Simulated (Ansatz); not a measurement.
# C2H6ClNSi2: the cost of one run

Program: Ansatz 0.2.0. Level of theory: RKS BLYP-D4/STO-3G. These are calculated values, not measurements.

## Step 1: The starting structure

Bond lengths: Si1–C2 1.855 Å, C2–Si3 1.843 Å, Si3–Cl4 1.955 Å, Si3–C5 1.740 Å, Si3–N6 1.857 Å, C5–N6 1.279 Å, Si1–H7 1.504 Å, Si1–H8 1.425 Å, Si1–H9 1.515 Å, C2–H10 1.098 Å, C2–H11 1.116 Å, C5–H12 1.076 Å. Angles (14 of 22 angles, heavy atoms first): Si1–C2–Si3 105.5°, C2–Si3–Cl4 113.1°, C2–Si3–C5 123.0°, C2–Si3–N6 101.3°, Cl4–Si3–C5 117.8°, Cl4–Si3–N6 106.2°, C5–Si3–N6 41.5°, Si3–C5–N6 74.1°, Si3–N6–C5 64.4°, Si1–C2–H10 109.6°, Si1–C2–H11 110.9°, Si3–C2–H10 113.1°, Si3–C2–H11 112.0°, C2–Si1–H7 108.0°.

Coordinates:

```xyz
12

Si    0.1356   -1.8837   -0.4189
C     0.5472   -0.4251    0.6503
Si   -0.6151    0.9082    0.1313
Cl   -2.2216    1.0009    1.2413
C    -0.0904    2.3653   -0.6622
N     0.3758    2.4277    0.5267
H     0.2493   -1.4541   -1.8558
H     1.0091   -2.9834   -0.1780
H    -1.3152   -2.2339   -0.1609
H     1.6026   -0.1540    0.5137
H     0.4354   -0.6800    1.7306
H    -0.0357    3.0571   -1.4841
```

## Step 2: Relaxing end A

input.yaml reads:

```yaml
crystal:
  periodic: [false, false, false]
  atoms:
    - { symbol: Si, position_ang: [0.1356, -1.8837, -0.4189] }
    - { symbol: C, position_ang: [0.5472, -0.4251, 0.6503] }
    - { symbol: Si, position_ang: [-0.6151, 0.9082, 0.1313] }
    - { symbol: Cl, position_ang: [-2.2216, 1.0009, 1.2413] }
    - { symbol: C, position_ang: [-0.0904, 2.3653, -0.6622] }
    - { symbol: "N", position_ang: [0.3758, 2.4277, 0.5267] }
    - { symbol: H, position_ang: [0.2493, -1.4541, -1.8558] }
    - { symbol: H, position_ang: [1.0091, -2.9834, -0.178] }
    - { symbol: H, position_ang: [-1.3152, -2.2339, -0.1609] }
    - { symbol: H, position_ang: [1.6026, -0.154, 0.5137] }
    - { symbol: H, position_ang: [0.4354, -0.68, 1.7306] }
    - { symbol: H, position_ang: [-0.0357, 3.0571, -1.4841] }
basis:
  gaussian: { orbitals: STO-3G }
hamiltonian:
  xc: blyp
  dispersion: d4
relax:
  f_tol: 0.015
  max_steps: 40
```

On the command line:

```
> ansatz run input.yaml --threads 1 --pin off --max-ram 2048MiB --backend cpu --events-out ev --progress --plain --runs-dir out
```

What time and memory should one allow on 1 thread of Arm Neoverse V1, shared host?

About 43 s, with a peak of 0.15 GiB.
